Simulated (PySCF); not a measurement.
# GeBr+: from the state search to spectroscopic constants

One job finds the state of GeBr+, follows it along the bond with each method and fits the curves.

The runs use PySCF 2.14.0; Ge pcseg-1, Br pcseg-1, no relativity.

## 1. The job

Settings of the job:

```yaml
atoms: Ge, Br
charge: 1
basis: Ge pcseg-1, Br pcseg-1
Hamiltonian: no relativity
basis_functions: 54
electrons_treated: 66
masses_in_u: 73.9212, 78.9183
levels: PBE0, PBE, r²SCAN, r²SCANh, TPSSh, B97-3, HSE06, HF, MP2, SCS-MP2, CCSD, CCSD(T)
grid: 80 radial by 434 angular points
occupations: held fixed by the projection of orbital angular momentum
dissociation_limit: Ge+ + Br, each in its ground configuration
starting_distance_in_angstrom: 2.375
values_of_2S_to_try: 0, 2
```

After the search, every level is run at each distance in turn; below they are sorted by level.

## 2. State search with unrestricted PBE0

Unrestricted PBE0 solutions at 2.375 Å, counted from the lowest. The search isn't exhaustive.

| 2Ms+1 | unpaired | term | E (eV) | ⟨S²⟩ | ⟨Lz²⟩ | μ (D) |
| --- | --- | --- | --- | --- | --- | --- |
| 1 | none | ¹Σ⁺ | 0.00 | 0.00 | 0.00 | -4.58 |
| 3 | π ↑↑ | not assigned | 3.44 | 2.01 | 2.01 | -0.55 |
| 3 | σ ↑, π ↑ | ³Π | 3.48 | 2.01 | 1.01 | -3.16 |
| 3 | π ↑↑ | not assigned | 3.62 | 2.01 | 2.01 | -0.61 |
| 1 | π ↑↓ | not assigned | 3.65 | 1.01 | 2.01 | -0.63 |
| 3 | σ ↑↑ | ³Σ⁺ | 5.91 | 2.00 | 0.00 | -2.91 |
| 3 | σ ↑, π ↑ | ³Π | 6.02 | 2.00 | 1.01 | -0.77 |

A term symbol stands only where ⟨S²⟩ and ⟨Lz²⟩ are near those of a pure state. A positive dipole points from Ge to Br; in an ion it is taken about the centre of mass and does not tell which atom is negative.

Followed over a short scan are these candidates:

| 2Ms+1 | unpaired | R at minimum (Å) | energy at minimum (eV) |
| --- | --- | --- | --- |
| 1 | none | 2.24 | 0.00 |
| 3 | π ↑↑ | not bracketed | ≤ 3.27 |

The search made 8 SCF attempts at the starting distance; with the short scans it took 11 s of wall time (1 thread, shared host).

## 3. First curve: PBE0

State followed: ¹Σ⁺ (singlet), closed shell. The scan is laid around 2.238 Å.

Output of the SCF at 2.238 Å:

```text
******** <class 'pyscf.dft.uks_symm.SymAdaptedUKS'> ********
method = SymAdaptedUKS
initial guess = minao
damping factor = 0
level_shift factor = 0
DIIS = <class 'pyscf.scf.diis.CDIIS'>
diis_start_cycle = 1
diis_space = 10
diis_damp = 0
SCF conv_tol = 1e-09
SCF conv_tol_grad = None
SCF max_cycles = 60
direct_scf = False
max_memory 909 MB (current use 250 MB)
number electrons alpha = 33  beta = 33
XC library pyscf.dft.libxc version 7.0.0
    S. Lehtola, C. Steigemann, M. J.T. Oliveira, and M. A.L. Marques.,  SoftwareX 7, 1–5 (2018)
XC functionals = PBE0
    C. Adamo and V. Barone.,  J. Chem. Phys. 110, 6158 (1999)
    M. Ernzerhof and G. E. Scuseria.,  J. Chem. Phys. 110, 5029 (1999)
small_rho_cutoff = 0
Overwritten attributes  get_j get_occ get_k get_hcore get_jk  of <class 'pyscf.dft.uks_symm.SymAdaptedUKS'>
Set gradient conv threshold to 3.16228e-05
init E= -4649.77778588389
cycle= 1 E= -4649.79430756605  delta_E= -0.0165  |g|= 0.0132  |ddm|= 0.043
cycle= 2 E= -4649.79408806101  delta_E= 0.00022  |g|= 0.022  |ddm|= 0.0544
cycle= 3 E= -4649.79446091294  delta_E= -0.000373  |g|= 0.00259  |ddm|= 0.0336
cycle= 4 E= -4649.79446573928  delta_E= -4.83e-06  |g|= 0.000425  |ddm|= 0.00376
cycle= 5 E= -4649.79446590574  delta_E= -1.66e-07  |g|= 1.94e-05  |ddm|= 0.000666
cycle= 6 E= -4649.79446590614  delta_E= -3.97e-10  |g|= 1.98e-06  |ddm|= 5.41e-05
Extra cycle  E= -4649.79446590614  delta_E= 4.55e-12  |g|= 1.97e-06  |ddm|= 7.6e-06
converged SCF energy = -4649.79446590614  <S^2> = -7.1054274e-15  2S+1 = 1
```

The curve and what changes along it:

| R (Å) | E (eV) | μ (D) | Mulliken charge of Ge (e) | Mayer bond order | ⟨S²⟩ | HOMO (eV) | LUMO (eV) |
| --- | --- | --- | --- | --- | --- | --- | --- |
| 1.9247 | 1.3719 | -1.51 | 0.83 | 1.79 | 0.00 | -15.37 | -8.97 |
| 2.0142 | 0.6018 | -2.14 | 0.89 | 1.74 | 0.00 | -15.50 | -9.14 |
| 2.1037 | 0.1835 | -2.77 | 0.94 | 1.69 | 0.00 | -15.58 | -9.31 |
| 2.1709 | 0.0378 | -3.23 | 0.96 | 1.66 | 0.00 | -15.61 | -9.43 |
| 2.2380 | 0.0000 | -3.69 | 0.99 | 1.63 | 0.00 | -15.47 | -9.54 |
| 2.3051 | 0.0443 | -4.14 | 1.00 | 1.61 | 0.00 | -15.20 | -9.65 |
| 2.3947 | 0.1976 | -4.71 | 1.02 | 1.58 | 0.00 | -14.86 | -9.80 |
| 2.5066 | 0.4909 | -5.39 | 1.03 | 1.56 | 0.00 | -14.48 | -9.96 |
| 2.6408 | 0.9277 | -6.15 | 1.04 | 1.53 | 0.00 | -14.07 | -10.14 |
| 2.8199 | 1.5664 | -7.06 | 1.04 | 1.51 | 0.00 | -13.62 | -10.34 |

Fit: Re = 2.232 Å, ωe = 364 cm⁻¹, ωexe = 0.728 cm⁻¹, αe = 0.000261 cm⁻¹, Be = 0.08863 cm⁻¹, De = 4.19 eV, μ = -3.65 D.

Orbitals nearest the gap at 2.238 Å:

| spin | orbital | ε (eV) | filled | made of |
| --- | --- | --- | --- | --- |
| both | σ | -42.89 | yes | Ge d 100 % |
| both | π | -42.88 | yes | Ge d 100 % |
| both | π | -42.88 | yes | Ge d 100 % |
| both | σ | -28.55 | yes | Br s 89 % |
| both | σ | -20.73 | yes | Ge s 67 %, Br p 22 %, Br s 10 % |
| both | σ | -15.60 | yes | Br p 50 %, Ge p 25 %, Ge s 24 % |
| both | π | -15.47 | yes | Br p 87 %, Ge p 11 % |
| both | π | -15.47 | yes | Br p 87 %, Ge p 11 % |
| both | π | -9.54 | no | Ge p 88 %, Br p 11 % |
| both | π | -9.54 | no | Ge p 88 %, Br p 11 % |
| both | σ | -6.18 | no | Ge p 71 %, Br p 20 % |

Polarisability there: 58.3 bohr³ along the bond, 26.5 across it. Without diffuse functions these come out too small, above all across the bond.

## 4. Higher solutions at PBE0

State 2: triplet, unpaired electrons π ↑↑, an excited solution.

Output of the SCF at 2.238 Å:

```text
******** <class 'pyscf.dft.uks_symm.SymAdaptedUKS'> ********
method = SymAdaptedUKS
initial guess = minao
damping factor = 0
level_shift factor = 0
DIIS = <class 'pyscf.scf.diis.CDIIS'>
diis_start_cycle = 1
diis_space = 10
diis_damp = 0
SCF conv_tol = 1e-09
SCF conv_tol_grad = None
SCF max_cycles = 60
direct_scf = False
max_memory 909 MB (current use 298 MB)
number electrons alpha = 34  beta = 32
XC library pyscf.dft.libxc version 7.0.0
    S. Lehtola, C. Steigemann, M. J.T. Oliveira, and M. A.L. Marques.,  SoftwareX 7, 1–5 (2018)
XC functionals = PBE0
    C. Adamo and V. Barone.,  J. Chem. Phys. 110, 6158 (1999)
    M. Ernzerhof and G. E. Scuseria.,  J. Chem. Phys. 110, 5029 (1999)
small_rho_cutoff = 0
Set gradient conv threshold to 3.16228e-05
init E= -4649.63864627371
cycle= 1 E= -4649.64299059444  delta_E= -0.00434  |g|= 0.00689  |ddm|= 0.0423
cycle= 2 E= -4649.64300904289  delta_E= -1.84e-05  |g|= 0.00621  |ddm|= 0.0293
cycle= 3 E= -4649.64304148563  delta_E= -3.24e-05  |g|= 0.000609  |ddm|= 0.0126
cycle= 4 E= -4649.64304169455  delta_E= -2.09e-07  |g|= 8.13e-05  |ddm|= 0.00115
cycle= 5 E= -4649.64304170269  delta_E= -8.14e-09  |g|= 3.91e-05  |ddm|= 0.000212
cycle= 6 E= -4649.64304170427  delta_E= -1.58e-09  |g|= 5.86e-06  |ddm|= 9.09e-05
cycle= 7 E= -4649.64304170436  delta_E= -8.46e-11  |g|= 1.68e-06  |ddm|= 2.64e-05
Extra cycle  E= -4649.64304170437  delta_E= -1.27e-11  |g|= 9.47e-07  |ddm|= 6.57e-06
converged SCF energy = -4649.64304170437  <S^2> = 2.0061285  2S+1 = 3.0040829
```

Re = 2.745 Å, ωe = 155.9 cm⁻¹; the determinant mixes terms (⟨S²⟩ = 2.01, ⟨Lz²⟩ = 2.01), so these belong to no real state. Its minimum lies 3.20 eV above that of the lowest state.

Energy (eV) from the lowest point of the lowest state:

| R (Å) | lowest | state 2 |
| --- | --- | --- |
| 1.925 | 1.372 | 7.301 |
| 2.014 | 0.602 | 5.978 |
| 2.104 | 0.183 | 5.036 |
| 2.171 | 0.038 | 4.516 |
| 2.238 | 0.000 | 4.120 |
| 2.305 | 0.044 | 3.823 |
| 2.395 | 0.198 | 3.544 |
| 2.507 | 0.491 | 3.334 |
| 2.641 | 0.928 | 3.220 |
| 2.820 | 1.566 | 3.207 |

## 5. PBE

Log of the SCF at 2.238 Å:

```text
******** <class 'pyscf.dft.uks_symm.SymAdaptedUKS'> ********
method = SymAdaptedUKS
initial guess = minao
damping factor = 0
level_shift factor = 0
DIIS = <class 'pyscf.scf.diis.CDIIS'>
diis_start_cycle = 1
diis_space = 10
diis_damp = 0
SCF conv_tol = 1e-09
SCF conv_tol_grad = None
SCF max_cycles = 60
direct_scf = False
max_memory 909 MB (current use 302 MB)
number electrons alpha = 33  beta = 33
XC library pyscf.dft.libxc version 7.0.0
    S. Lehtola, C. Steigemann, M. J.T. Oliveira, and M. A.L. Marques.,  SoftwareX 7, 1–5 (2018)
XC functionals = PBE
    J. P. Perdew, K. Burke, and M. Ernzerhof.,  Phys. Rev. Lett. 77, 3865 (1996)
    J. P. Perdew, K. Burke, and M. Ernzerhof.,  Phys. Rev. Lett. 78, 1396 (1997)
    J. P. Perdew, K. Burke, and M. Ernzerhof.,  Phys. Rev. Lett. 77, 3865 (1996)
    J. P. Perdew, K. Burke, and M. Ernzerhof.,  Phys. Rev. Lett. 78, 1396 (1997)
small_rho_cutoff = 0
Set gradient conv threshold to 3.16228e-05
init E= -4649.68326538352
cycle= 1 E= -4649.68325908878  delta_E= 6.29e-06  |g|= 0.0504  |ddm|= 0.146
cycle= 2 E= -4649.6695482316  delta_E= 0.0137  |g|= 0.135  |ddm|= 0.269
cycle= 3 E= -4649.68536409495  delta_E= -0.0158  |g|= 0.00338  |ddm|=  0.2
cycle= 4 E= -4649.68536847428  delta_E= -4.38e-06  |g|= 0.000765  |ddm|= 0.00496
cycle= 5 E= -4649.68536876049  delta_E= -2.86e-07  |g|= 0.000337  |ddm|= 0.00129
cycle= 6 E= -4649.68536885991  delta_E= -9.94e-08  |g|= 5.57e-05  |ddm|= 0.000425
cycle= 7 E= -4649.68536886272  delta_E= -2.81e-09  |g|= 7.86e-06  |ddm|= 0.000107
cycle= 8 E= -4649.68536886277  delta_E= -5.55e-11  |g|= 6.39e-07  |ddm|= 1.46e-05
Extra cycle  E= -4649.68536886277  delta_E= 9.09e-12  |g|= 2.03e-06  |ddm|= 3.79e-06
converged SCF energy = -4649.68536886277  <S^2> = -2.1316282e-14  2S+1 = 1
```

Re = 2.257 Å, ωe = 347 cm⁻¹, ωexe = 0.763 cm⁻¹, αe = 0.000272 cm⁻¹, Be = 0.08673 cm⁻¹, De = 4.49 eV, μ = -3.45 D.

## 6. r²SCAN

The SCF at the reference distance, 2.238 Å, printed:

```text
******** <class 'pyscf.dft.uks_symm.SymAdaptedUKS'> ********
method = SymAdaptedUKS
initial guess = minao
damping factor = 0
level_shift factor = 0
DIIS = <class 'pyscf.scf.diis.CDIIS'>
diis_start_cycle = 1
diis_space = 10
diis_damp = 0
SCF conv_tol = 1e-09
SCF conv_tol_grad = None
SCF max_cycles = 60
direct_scf = False
max_memory 909 MB (current use 302 MB)
number electrons alpha = 33  beta = 33
XC library pyscf.dft.libxc version 7.0.0
    S. Lehtola, C. Steigemann, M. J.T. Oliveira, and M. A.L. Marques.,  SoftwareX 7, 1–5 (2018)
XC functionals = R2SCAN
    J. W. Furness, A. D. Kaplan, J. Ning, J. P. Perdew, and J. Sun.,  J. Phys. Chem. Lett. 11, 8208-8215 (2020)
    J. W. Furness, A. D. Kaplan, J. Ning, J. P. Perdew, and J. Sun.,  J. Phys. Chem. Lett. 11, 9248-9248 (2020)
    J. W. Furness, A. D. Kaplan, J. Ning, J. P. Perdew, and J. Sun.,  J. Phys. Chem. Lett. 11, 8208-8215 (2020)
    J. W. Furness, A. D. Kaplan, J. Ning, J. P. Perdew, and J. Sun.,  J. Phys. Chem. Lett. 11, 9248-9248 (2020)
small_rho_cutoff = 0
Set gradient conv threshold to 3.16228e-05
init E= -4650.32213119164
cycle= 1 E= -4650.32281573525  delta_E= -0.000685  |g|= 0.0218  |ddm|= 0.0948
cycle= 2 E= -4650.32075046657  delta_E= 0.00207  |g|= 0.0541  |ddm|= 0.11
cycle= 3 E= -4650.32319873957  delta_E= -0.00245  |g|= 0.0026  |ddm|= 0.0793
cycle= 4 E= -4650.32320250052  delta_E= -3.76e-06  |g|= 0.000539  |ddm|= 0.0044
cycle= 5 E= -4650.32320271319  delta_E= -2.13e-07  |g|= 9.86e-05  |ddm|= 0.000856
cycle= 6 E= -4650.32320272119  delta_E= -8e-09  |g|= 9.93e-06  |ddm|= 0.000123
cycle= 7 E= -4650.32320272127  delta_E= -8e-11  |g|= 1.6e-06  |ddm|= 2.09e-05
Extra cycle  E= -4650.32320272125  delta_E= 1.09e-11  |g|= 4.36e-06  |ddm|= 8.84e-06
converged SCF energy = -4650.32320272125  <S^2> = -1.4210855e-14  2S+1 = 1
```

Re = 2.235 Å, ωe = 360 cm⁻¹, ωexe = 0.753 cm⁻¹, αe = 0.000268 cm⁻¹, Be = 0.08841 cm⁻¹, De = 4.36 eV, μ = -3.49 D. 14 s of CPU time for 12 points, integrals apart.

## 7. r²SCANh (hybrid meta-GGA)

Output of the SCF at 2.238 Å:

```text
******** <class 'pyscf.dft.uks_symm.SymAdaptedUKS'> ********
method = SymAdaptedUKS
initial guess = minao
damping factor = 0
level_shift factor = 0
DIIS = <class 'pyscf.scf.diis.CDIIS'>
diis_start_cycle = 1
diis_space = 10
diis_damp = 0
SCF conv_tol = 1e-09
SCF conv_tol_grad = None
SCF max_cycles = 60
direct_scf = False
max_memory 909 MB (current use 302 MB)
number electrons alpha = 33  beta = 33
XC library pyscf.dft.libxc version 7.0.0
    S. Lehtola, C. Steigemann, M. J.T. Oliveira, and M. A.L. Marques.,  SoftwareX 7, 1–5 (2018)
XC functionals = HYB_MGGA_XC_R2SCANH
    M. Bursch, H. Neugebauer, S. Ehlert, and S. Grimme.,  J. Chem. Phys. 156, 134105 (2022)
small_rho_cutoff = 0
Set gradient conv threshold to 3.16228e-05
init E= -4650.30682504001
cycle= 1 E= -4650.30718465503  delta_E= -0.00036  |g|= 0.00709  |ddm|= 0.0599
cycle= 2 E= -4650.30707312588  delta_E= 0.000112  |g|= 0.0137  |ddm|= 0.0309
cycle= 3 E= -4650.30722301378  delta_E= -0.00015  |g|= 0.00154  |ddm|= 0.0211
cycle= 4 E= -4650.30722469766  delta_E= -1.68e-06  |g|= 0.00019  |ddm|= 0.00229
cycle= 5 E= -4650.30722472337  delta_E= -2.57e-08  |g|= 4.56e-05  |ddm|= 0.000302
cycle= 6 E= -4650.3072247253  delta_E= -1.93e-09  |g|= 1.94e-06  |ddm|= 7.64e-05
cycle= 7 E= -4650.3072247253  delta_E= 9.09e-13  |g|= 2.62e-07  |ddm|= 7.96e-06
Extra cycle  E= -4650.3072247253  delta_E= 6.37e-12  |g|= 4.74e-07  |ddm|= 1.19e-06
converged SCF energy = -4650.3072247253  <S^2> = -2.8421709e-14  2S+1 = 1
```

Re = 2.229 Å, ωe = 365 cm⁻¹, ωexe = 0.741 cm⁻¹, αe = 0.000265 cm⁻¹, Be = 0.08890 cm⁻¹, De = 4.25 eV, μ = -3.56 D. 14 s of CPU time for 12 points, integrals apart.

(Part 1 of 2 ends here.)
